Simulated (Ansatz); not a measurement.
# C4H8BF: the cost of one run

The runs use Ansatz 0.2.0, Gaussian basis; functionals in def2-TZVPP, the program's frozen cores in correlated methods.

Levels to be run: PBE-D4, r2SCAN-D4, PBE0-D4, B3LYP-D4, ωB97X-V, ωB97M-V, B2PLYP; CCSD(T)/def2-TZVPP; MP2/def2-QZVPP; extrapolation to the limit.

## (1) Structure used throughout

The geometry comes from an earlier relaxation with PBE0-D4 in a triple-zeta def2 set; it is a stationary point, not always the lowest conformer.

SMILES `C[C@@H](F)[C@@H]1BC1`, 14 atoms, charge 0, spin multiplicity 1.

Atoms are counted from 1 here; the program's logs count them from 0.

Bond lengths: C1–C2 1.509 Å, C1–H7 1.092 Å, C1–H8 1.092 Å, C1–H9 1.091 Å, C2–F3 1.395 Å, C2–C4 1.501 Å, C2–H10 1.097 Å, C4–B5 1.527 Å, C4–C6 1.540 Å, C4–H11 1.090 Å, B5–C6 1.522 Å, B5–H12 1.183 Å, C6–H13 1.089 Å, C6–H14 1.086 Å. Angles: C2–C1–H7 110.0°, C2–C1–H8 110.0°, C2–C1–H9 110.8°, H7–C1–H8 108.5°, H7–C1–H9 108.7°, H8–C1–H9 108.7°, C1–C2–F3 108.1°, C1–C2–C4 113.5°, C1–C2–H10 109.9°, F3–C2–C4 109.5°, F3–C2–H10 106.2°, C4–C2–H10 109.4°, C2–C4–B5 123.3°, C2–C4–C6 118.5°, C2–C4–H11 113.2°, B5–C4–C6 59.5°, B5–C4–H11 116.6°, C6–C4–H11 115.4° and more.

## (2) PBE-D4 (GGA)

Input file in.yaml:

```yaml
crystal:
  periodic: [false, false, false]
  atoms:
    - {symbol: C, position_ang: [0.258125, -1.778037, 0.581468]}
    - {symbol: C, position_ang: [0.799741, -0.470184, 0.058086]}
    - {symbol: F, position_ang: [1.834688, -0.755634, -0.831925]}
    - {symbol: C, position_ang: [-0.233880, 0.375009, -0.628709]}
    - {symbol: B, position_ang: [-0.064939, 1.872414, -0.872643]}
    - {symbol: C, position_ang: [-1.023030, 1.397885, 0.210210]}
    - {symbol: H, position_ang: [-0.538547, -1.590236, 1.304160]}
    - {symbol: H, position_ang: [-0.151509, -2.368952, -0.240802]}
    - {symbol: H, position_ang: [1.045471, -2.354956, 1.069789]}
    - {symbol: H, position_ang: [1.250875, 0.101734, 0.878888]}
    - {symbol: H, position_ang: [-0.819121, -0.176065, -1.365325]}
    - {symbol: H, position_ang: [0.448051, 2.753720, -1.472493]}
    - {symbol: H, position_ang: [-0.718180, 1.512451, 1.249494]}
    - {symbol: H, position_ang: [-2.100645, 1.451751, 0.088603]}
basis:
  gaussian: {orbitals: def2-TZVPP}
hamiltonian: {xc: pbe, dispersion: d4}
output: {forces: true, orbitals: {seedname: orbitals}}
```

Launch:

```
ansatz run in.yaml --threads 4 --pin off --events-out ev --progress --plain --max-ram 10444MiB
```

Q: Estimate wall time and peak memory on 4 threads of Arm Neoverse V1, shared host.

About 3.6 s, with a peak of 0.41 GiB.
